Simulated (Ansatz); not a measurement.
# WNH+ (octet): wave-function methods side by side, def2-TZVPP

The task here is to estimate one member of a computed series from the others.

The runs use Ansatz 0.2.0, Gaussian basis; def2-TZVPP, core rule «outside noble gas», up to 5 orbitals frozen.

Plan: UHF; ROHF; CCSD(T) on UHF.

## The system

The geometry is a PBE0/def2-TZVP stationary point (not a proven minimum) of the parent state, kept for this charge and spin. No spin-orbit coupling is included. Elements past krypton take def2 core potentials.

3 atoms, charge 1, spin multiplicity 8.

Atoms are counted from 1 here; the program's logs count them from 0.

Bond lengths: W1–N2 2.058 Å, N2–H3 1.028 Å. Angles: W1–N2–H3 115.8°.

Set-up of the first run:

Contents of in.yaml:

```yaml
crystal:
  periodic: [false, false, false]
  atoms:
    - {symbol: W, position_ang: [0.000000, 0.005869, 0.157615]}
    - {symbol: N, position_ang: [0.000000, -0.131830, -1.895665]}
    - {symbol: H, position_ang: [0.000000, 0.761470, -2.404753]}
basis:
  gaussian: {orbitals: def2-TZVPP}
total_charge: 1
magnetization: {spin_polarized: true, initial_magnetization: 7}
hamiltonian: {xc: hf}
output: {orbitals: {seedname: orbitals}}
```

Command:

```bash
$ ansatz run in.yaml --threads 1 --pin off --events-out ev --progress --plain --max-ram 4096MiB --backend cpu
```

Among the steps run: UHF; ROHF; CCSD(T) on UHF.

One table of the session follows, with a row left open; its other results are not shown here.

It belongs to the step «Misses and costs». 

| method | from UCCSD(T) (meV) |
| --- | --- |
| ROHF | +6612.3 |
| UHF | +6294.6 |
| UMP2 | ? |
| UCCSD | +165.1 |
| UCCSD(T) | 0 |

**Question.** Estimate the row for UMP2.

The run gave: from UCCSD(T) (meV): +847.7. In the column «from UCCSD(T) (meV)» it lies between UCCSD (+165.1) and UHF (+6294.6).
